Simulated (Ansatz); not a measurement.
**GaH₃NO radical: how energies converge with the basis set**

The task here is to estimate one member of a computed series from the others.

Computed with Ansatz 0.2.0, Gaussian basis. Level: one geometry, several basis sets.

Levels to be run: PBE0-D4/def2-SVP; ωB97M-V/def2-SVP; PBE0-D4/def2-QZVPP; ωB97M-V/def2-QZVPP; the functionals' def2-TZVPP values are taken from earlier runs.

### Structure used throughout

The geometry comes from an earlier relaxation with PBE0-D4 in a triple-zeta def2 set; it is a stationary point.

SMILES `[NH2][Ga][OH]`, 6 atoms, charge 0, spin multiplicity 2.

Atoms are counted from 1 here; the program's logs count them from 0.

Bond lengths: N1–Ga2 1.856 Å, N1–H4 1.010 Å, N1–H5 1.013 Å, Ga2–O3 1.803 Å, O3–H6 0.962 Å. Angles: Ga2–N1–H4 117.4°, Ga2–N1–H5 116.5°, H4–N1–H5 109.3°, N1–Ga2–O3 117.5°, Ga2–O3–H6 112.9°.

The first run:

File in.yaml:

```yaml
crystal:
  periodic: [false, false, false]
  atoms:
    - {symbol: N, position_ang: [0.818259, 0.748115, -0.272496]}
    - {symbol: Ga, position_ang: [0.079421, -0.917118, -0.624985]}
    - {symbol: O, position_ang: [-1.210985, -1.506716, 0.487077]}
    - {symbol: H, position_ang: [1.452630, 1.129652, -0.959579]}
    - {symbol: H, position_ang: [0.176846, 1.471749, 0.028267]}
    - {symbol: H, position_ang: [-1.274072, -0.989583, 1.295515]}
basis:
  gaussian: {orbitals: def2-SVP}
magnetization: {spin_polarized: true, initial_magnetization: 1}
hamiltonian: {xc: pbe0, dispersion: d4}
output: {orbitals: {seedname: orbitals}}
```

Run with:

```console
$ ansatz run in.yaml --threads 2 --pin off --events-out ev --progress --plain --max-ram 32768MiB --backend cpu
```

Among the steps run: PBE0-D4 in def2-SVP; ωB97M-V in def2-SVP; PBE0-D4 in def2-QZVPP; ωB97M-V in def2-QZVPP.

One table of the session follows, with a row left open; its other results are not shown here.

It belongs to the step «Functionals by basis». 

```
functional       basis  HOMO (eV)  LUMO (eV)
   PBE0-D4    def2-SVP      -5.97      -2.66
   PBE0-D4  def2-TZVPP      -6.12      -2.79
   PBE0-D4  def2-QZVPP      -6.17      -2.86
   ωB97M-V    def2-SVP      -8.03      -0.99
   ωB97M-V  def2-TZVPP          ?          ?
   ωB97M-V  def2-QZVPP      -8.25      -1.24
```

Q: Estimate the row for ωB97M-V, def2-TZVPP from the others.

The run gave: HOMO (eV): -8.18; LUMO (eV): -1.09. In the column «HOMO (eV)» it lies between ωB97M-V, def2-QZVPP (-8.25) and ωB97M-V, def2-SVP (-8.03).
